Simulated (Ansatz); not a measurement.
# AlSiH2F3: basis-set convergence

How large a basis does AlSiH2F3 need? Two functionals are run in growing sets.

The runs use Ansatz 0.2.0, Gaussian basis; one geometry, several basis sets.

Plan: PBE0-D4/def2-SVP; ωB97M-V/def2-SVP; PBE0-D4/def2-QZVPP; ωB97M-V/def2-QZVPP; the functionals' def2-TZVPP values are taken from earlier runs.

## (1) Structure used throughout

The geometry comes from an earlier relaxation with PBE0-D4 in a triple-zeta def2 set; it is a stationary point, not always the lowest conformer.

SMILES `F[Si](F)(F)[AlH2]`, 7 atoms, charge 0, spin multiplicity 1.

Atoms are counted from 1 here; the program's logs count them from 0.

Bond lengths: F1–Si2 1.588 Å, Si2–F3 1.589 Å, Si2–F4 1.589 Å, Si2–Al5 2.466 Å, Al5–H6 1.581 Å, Al5–H7 1.582 Å. Angles: F1–Si2–F3 106.0°, F1–Si2–F4 106.0°, F1–Si2–Al5 114.0°, F3–Si2–F4 106.3°, F3–Si2–Al5 112.0°, F4–Si2–Al5 112.1°, Si2–Al5–H6 119.7°, Si2–Al5–H7 118.1°, H6–Al5–H7 122.2°.

## (2) PBE0-D4 in def2-SVP

Contents of in.yaml:

```yaml
crystal:
  periodic: [false, false, false]
  atoms:
    - {symbol: F, position_ang: [0.581583, -0.848635, 1.954292]}
    - {symbol: Si, position_ang: [0.480824, -0.822443, 0.370206]}
    - {symbol: F, position_ang: [-0.248779, -2.172429, -0.043452]}
    - {symbol: F, position_ang: [1.972902, -0.939812, -0.164322]}
    - {symbol: Al, position_ang: [-0.671255, 1.163893, -0.528128]}
    - {symbol: H, position_ang: [-1.237482, 2.257781, 0.463441]}
    - {symbol: H, position_ang: [-0.816592, 1.293647, -2.097735]}
basis:
  gaussian: {orbitals: def2-SVP}
hamiltonian: {xc: pbe0, dispersion: d4}
output: {orbitals: {seedname: orbitals}}
```

On the command line:

```bash
$ ansatz run in.yaml --threads 2 --pin off --events-out ev --progress --plain --max-ram 4352MiB
```

Further steps of the session: ωB97M-V in def2-SVP; PBE0-D4 in def2-QZVPP; ωB97M-V in def2-QZVPP.

Before running them: what should the planned runs give, taken together? Wanted: PBE0-D4: double and triple zeta above quadruple; ωB97M-V: double and triple zeta above quadruple.

**Answer**, as computed:

```
                                       quantity           value
PBE0-D4: double and triple zeta above quadruple  16.90, 0.95 eV
ωB97M-V: double and triple zeta above quadruple  17.01, 0.90 eV
```

In words: PBE0-D4 gains 15.94 eV from double to triple zeta, then 0.95 eV more. Total energies overstate the basis error of differences, where much of it tends to cancel.
